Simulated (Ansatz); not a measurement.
This script for a comparison of functionals at one structure of YbPd, space group Pm-3m with Ansatz 0.2.0 through its Python package holds a mistake.

The script, `ybpd.py`:
```python
import ansatz as az
from pymatgen.core import Lattice, Structure
from pymatgen.io.ase import AseAtomsAdaptor


def main() -> None:
    pmg_structure = Structure(
        Lattice([[3.447, 0.0, 0.0], [0.0, 3.447, 0.0], [0.0, 0.0, 3.447]]),
        ["Yb", "Pd"],
        [
            [0.7235, 0.7235, 0.7235],
            [0.0, 0.0, 0.0],
        ],
    )
    crystal = az.Crystal.from_ase(AseAtomsAdaptor.get_atoms(pmg_structure))

    model = (
        crystal.calculation()
        .basis(510)
        .kpoints(spacing=0.26)
        .occupations(az.OccupationsMethod.FERMI_DIRAC)
        .pseudopotentials("paw")
        .scf(max_iterations=60)
        .stress()
    )

    rows = []
    for value in ["lda", "pbesol", "blyp"]:
        data = model.functional(value).run(threads=1).report
        rows.append((value, data["free_energy_ev"] / len(data["lattice"]["sites"]), data["n_iterations"], sum(data["stress_gpa"][i][i] for i in range(3)) / 3, data["n_kpoints"]))

    print("  functional   F/atom (eV)    iterations       P (GPa)      k-points")
    for row in rows:
        print(f"{str(row[0]):>12s}  {row[1]:12.5f}  {row[2]:12d}  {row[3]:12.3f}  {row[4]:12d}")


if __name__ == "__main__":
    main()
```

Output of `python ybpd.py`:
```text
  functional   F/atom (eV)    iterations       P (GPa)      k-points
         lda  -10197.82877            12        99.834            65
      pbesol  -10286.50331            12       105.479            65
        blyp  -10397.52611            12       117.587            65
```

No error stopped it. What is wrong with the input all the same?

The fault: Cartesian positions are read as fractions. The change:

```diff
--- before
+++ after
@@ -10,3 +10,3 @@
         [
-            [0.7235, 0.7235, 0.7235],
+            [0.5, 0.5, 0.5],
             [0.0, 0.0, 0.0],
```

The mended script runs so:

Output of `python ybpd.py`:
```text
  functional   F/atom (eV)    iterations       P (GPa)      k-points
         lda  -10203.43605             8        -4.726            35
      pbesol  -10292.36429             7        -1.049            35
        blyp  -10403.80065             8         8.477            35
```

Notes:
- Semilocal functionals put the nearly full 4f shell of Yb too close to the Fermi level.
- BLYP can be off by several per cent in the lattices of metals, and by several GPa in the pressure at a fixed cell.
- The mesh is modest for a metal, so energies can be off by several to tens of meV an atom and pressures by half a GPa or more; differences at equal mesh fare better.
- Pressure is positive in compression.
- The starting cell is as deposited in a crystallographic database; the results hold for this polymorph, which needn't be the stable one.
- Total energies of different functionals can't be compared; pressures, moments and gaps at this one structure can.
- Wall time of the script: 12 s on 1 thread of Arm Neoverse V1 (shared host), peak memory 0.48 GiB.

(Lines on the test bed's own set-up are left out of the output.)
